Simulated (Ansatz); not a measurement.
# C3H7ClSi: one species, many methods

How much do the methods differ for C3H7ClSi? The plan is to run it at one geometry with functionals of several rungs and with coupled cluster, and see how far each lands from CCSD(T) at the basis-set limit for the atomisation energy.

Method: functionals in def2-TZVPP, the program's frozen cores in correlated methods; program: Ansatz 0.2.0, Gaussian basis.

Plan: PBE-D4, r2SCAN-D4, PBE0-D4, B3LYP-D4, ωB97X-V, ωB97M-V, B2PLYP; CCSD(T)/def2-TZVPP; MP2/def2-QZVPP; extrapolation to the limit.

## Step 1: The relaxed structure

An earlier PBE0-D4 in a triple-zeta def2 set relaxation fixed the geometry.

SMILES `[SiH3]C/C=C/Cl`, 12 atoms, charge 0, spin multiplicity 1.

Atoms are counted from 1 here; the program's logs count them from 0.

Bond lengths: Si1–C2 1.889 Å, Si1–H6 1.487 Å, Si1–H7 1.486 Å, Si1–H8 1.488 Å, C2–C3 1.488 Å, C2–H9 1.096 Å, C2–H10 1.094 Å, C3–C4 1.325 Å, C3–H11 1.087 Å, C4–Cl5 1.722 Å, C4–H12 1.083 Å. Angles: C2–Si1–H6 109.8°, C2–Si1–H7 109.8°, C2–Si1–H8 110.2°, H6–Si1–H7 109.0°, H6–Si1–H8 108.9°, H7–Si1–H8 109.3°, Si1–C2–C3 111.5°, Si1–C2–H9 107.8°, Si1–C2–H10 108.4°, C3–C2–H9 110.5°, C3–C2–H10 111.2°, H9–C2–H10 107.2°, C2–C3–C4 123.8°, C2–C3–H11 117.5°, C4–C3–H11 118.7°, C3–C4–Cl5 123.2°, C3–C4–H12 123.5°, Cl5–C4–H12 113.3°.

## Step 2: PBE-D4 (GGA)

in.yaml reads:

```yaml
crystal:
  periodic: [false, false, false]
  atoms:
    - {symbol: Si, position_ang: [-1.732071, 0.488983, 0.066032]}
    - {symbol: C, position_ang: [-0.265334, -0.436228, -0.682897]}
    - {symbol: C, position_ang: [1.031039, 0.133200, -0.223797]}
    - {symbol: C, position_ang: [1.843728, -0.476037, 0.626490]}
    - {symbol: Cl, position_ang: [3.316938, 0.218366, 1.185051]}
    - {symbol: H, position_ang: [-1.618846, 1.940535, -0.236664]}
    - {symbol: H, position_ang: [-1.743857, 0.302626, 1.539945]}
    - {symbol: H, position_ang: [-3.007171, -0.024184, -0.504076]}
    - {symbol: H, position_ang: [-0.348987, -0.370989, -1.773279]}
    - {symbol: H, position_ang: [-0.350630, -1.493294, -0.414233]}
    - {symbol: H, position_ang: [1.302708, 1.120023, -0.588958]}
    - {symbol: H, position_ang: [1.649483, -1.458101, 1.040387]}
basis:
  gaussian: {orbitals: def2-TZVPP}
hamiltonian: {xc: pbe, dispersion: d4}
output: {forces: true, orbitals: {seedname: orbitals}}
```

On the command line:

```
$ ansatz run in.yaml --threads 4 --pin off --events-out ev --progress --plain --max-ram 10444MiB
```

The runs that follow: r2SCAN-D4 (meta-GGA); PBE0-D4 (hybrid); B3LYP-D4 (hybrid); ωB97X-V (range-separated); ωB97M-V (range-separated); B2PLYP (double hybrid); CCSD(T) in def2-TZVPP; MP2 in def2-QZVPP.

Q: Predict the results of all the runs planned. Wanted: atomisation energy, CCSD(T)/CBS; farthest; mean size of error, hybrid; mean size of error, range-separated; gap, smallest and largest; T1 diagnostic; triples share of the correlation energy.

The runs gave:

| quantity | value |
| --- | --- |
| atomisation energy, CCSD(T)/CBS | 4387.1 kJ/mol |
| functionals within 21.9 kJ/mol (0.5 %) | r2SCAN-D4, B3LYP-D4, ωB97X-V, ωB97M-V |
| farthest | PBE-D4 (+80.1 kJ/mol) |
| mean size of error, hybrid | 13.1 kJ/mol |
| mean size of error, range-separated | 14.8 kJ/mol |
| gap, smallest and largest | 4.69 eV (PBE-D4), 11.19 eV (ωB97X-V) |
| T1 diagnostic | 0.0109 |
| triples share of the correlation energy | 4.2 % |

**Reading.** PBE-D4 misses by +80.1 kJ/mol. Double hybrids carry the basis error of their MP2 part in triple zeta, and no dispersion term here, so their miss is partly the set-up's. Misses under about 21.9 kJ/mol are within the doubt on the reference itself, which lacks core-valence correlation, relativity and higher excitations. Hartree-Fock recovers 75 % of the binding; the rest is correlation. The gap grows from 4.7 to 11.2 eV across the functionals, mostly with the share of exact exchange.
